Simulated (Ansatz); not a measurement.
Runs of Ansatz 0.2.0 on Ge2Sb2Te5. It takes space group Cm (No. 8, monoclinic). Conventional cell: a = 13.678 Å, b = 6.132 Å, c = 9.672 Å, α = 90.00°, β = 134.93°, γ = 90.00°. Te (site symmetry m) has 2 Ge at 2.85 to 3.19 Å and 3 Sb at 3.07 to 3.14 Å as nearest neighbours. Te (site symmetry m) is surrounded by 2 Sb at 2.95 to 3.20 Å and 3 Ge at 3.07 to 3.08 Å. Te (site symmetry m) is surrounded by 3 Ge at 2.82 to 3.07 Å and 2 Sb at 3.14 to 3.19 Å. Te (site symmetry m) is surrounded by 2 Ge at 2.95 to 3.00 Å and 2 Sb at 3.02 to 3.06 Å. Te (site symmetry m) has 3 Sb at 2.98 to 3.07 Å and 2 Ge at 3.05 to 3.20 Å as nearest neighbours. Around Sb (site symmetry m) lie 6 Te at 2.95 to 3.19 Å. Sb (site symmetry m) is surrounded by 6 Te at 2.98 to 3.20 Å. Ge (site symmetry m) is surrounded by 6 Te at 2.82 to 3.19 Å. The cell comes from a database or a generator and needn't be the stable form of this composition.

```tsv
level	cutoff (eV)	gap on the mesh (eV)	pressure (GPa)	largest force (eV/Å)
revPBE	420	0.06	0.8	0.16
RPBE	420	0.05	1.2	0.16
BLYP	420	0.07	(a)	0.20
PBEsol	420	0.07	-2.5	0.18
r2SCAN	500	0.04	(b)	0.25
```

Alike in all rows: task band structure; potentials or basis Ansatz PAW; no spin polarisation; cell as given; k mesh 4 × 4 × 3; smearing fermi-dirac 0.05 eV.

Q: Estimate the missing entries.

A: (a) 3.6; (b) -1.0.

Caveats: spin-orbit coupling is left out, which moves the levels of the heavy elements; the PAW data sets come from PBE, with cores solved anew for the run's functional, which leaves a small shift of forces and pressure.

A k mesh can miss the band edges, and the runs leave out spin-orbit coupling on Ge, Sb, Te.

Runs at the PBE level aren't shown here.
